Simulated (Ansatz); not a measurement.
# FH3NSi2: the cost of one run

All numbers below are computed with Ansatz 0.2.0 (UKS PBE-D4/6-31G*).

### 1 The system as given

Bond lengths: F1–Si2 1.576 Å, Si2–N3 1.639 Å, N3–Si4 1.654 Å, Si2–H5 1.433 Å, Si4–H6 1.453 Å, Si4–H7 1.453 Å. Angles: F1–Si2–N3 117.7°, F1–Si2–H5 108.6°, N3–Si2–H5 133.7°, Si2–N3–Si4 178.2°, N3–Si4–H6 119.7°, N3–Si4–H7 120.1°, H6–Si4–H7 120.1°.

Structure file:

```xyz
7

F     1.7226   -1.6805    1.2517
Si    0.3770   -0.8610    1.3021
N    -0.0271    0.0228   -0.0174
Si   -0.4762    0.9333   -1.3230
H    -0.2448   -1.0800    2.5747
H    -1.6524    1.7824   -1.2387
H     0.3009    0.8831   -2.5495
```

### 2 Relaxing end A

input.yaml

```yaml
crystal:
  periodic: [false, false, false]
  atoms:
    - { symbol: F, position_ang: [1.72261, -1.68047, 1.25173] }
    - { symbol: Si, position_ang: [0.37697, -0.86104, 1.30213] }
    - { symbol: "N", position_ang: [-0.02708, 0.02281, -0.01742] }
    - { symbol: Si, position_ang: [-0.47619, 0.93326, -1.32298] }
    - { symbol: H, position_ang: [-0.24482, -1.07998, 2.57469] }
    - { symbol: H, position_ang: [-1.65237, 1.78235, -1.2387] }
    - { symbol: H, position_ang: [0.30089, 0.88309, -2.54945] }
total_charge: 1
magnetization:
  spin_polarized: true
basis:
  gaussian: { orbitals: "6-31G*" }
hamiltonian:
  xc: pbe
  dispersion: d4
relax:
  f_tol: 0.02
  max_steps: 50
output:
  orbitals: {}
```

Command:

```sh
$ ansatz run input.yaml --threads 2 --pin off --max-ram 3072MiB --backend cpu --events-out ev --progress --plain --runs-dir out
```

What time and memory should one allow on 2 threads of Arm Neoverse V1, shared host?

About 19 s, with a peak of 0.16 GiB.
